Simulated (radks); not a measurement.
**Nd³⁺ in [Kr] 4d10 4f3 5s1 5p6 5d1: an all-electron calculation**

What are the levels of the neodymium ion Nd3+, how large are its shells, and how does its energy divide?

The numbers are computed with radks (a radial shooting solver on a logarithmic mesh, Libxc functionals) version 1 (Dirac Kohn-Sham, OLYP, spin-unpolarised, spherical densities, point nucleus; open shells fill j = l - 1/2 first), except any that are marked as measured or tabulated.

**1. Starting point**

```
element       : neodymium (Z = 60)
charge        : +3
electrons     : 57
configuration : [Kr] 4d10 4f3 5s1 5p6 5d1
```

**2. The run**

Settings of this run:

```text
Z 60
configuration [Kr] 4d10 4f3 5s1 5p6 5d1
relativity Dirac
functional optx,lyp
spin unpolarised
j_filling energy
nucleus point
c 137.035999084
```

Launch:

```sh
> python run_ks.py task.json out
```

All runs below come from this command, one after another.

Q: Predict the outcome of this run.

As calculated:

| quantity | value |
| --- | --- |
| total energy | -9630.4283 hartree |
| exchange-correlation share of it | 2.34 % |
| −T/E | 1.0785 |
| highest occupied level | 5d3/2, -25.790 eV |
| most extended occupied level | 5d3/2, <r> = 2.20 bohr |
| radius at density 0.001 e/bohr³ | 3.60 bohr |
| maxima of the radial density | 4 |

5 principal shells are occupied and 4 maxima appear in the radial density; where shells overlap, one shows as a shoulder or not at all. Relativity lifts −T/E to 1.079. This is not the tabulated ground configuration, so its levels and sizes aren't those of the ground state, and no measured value stands beside it.
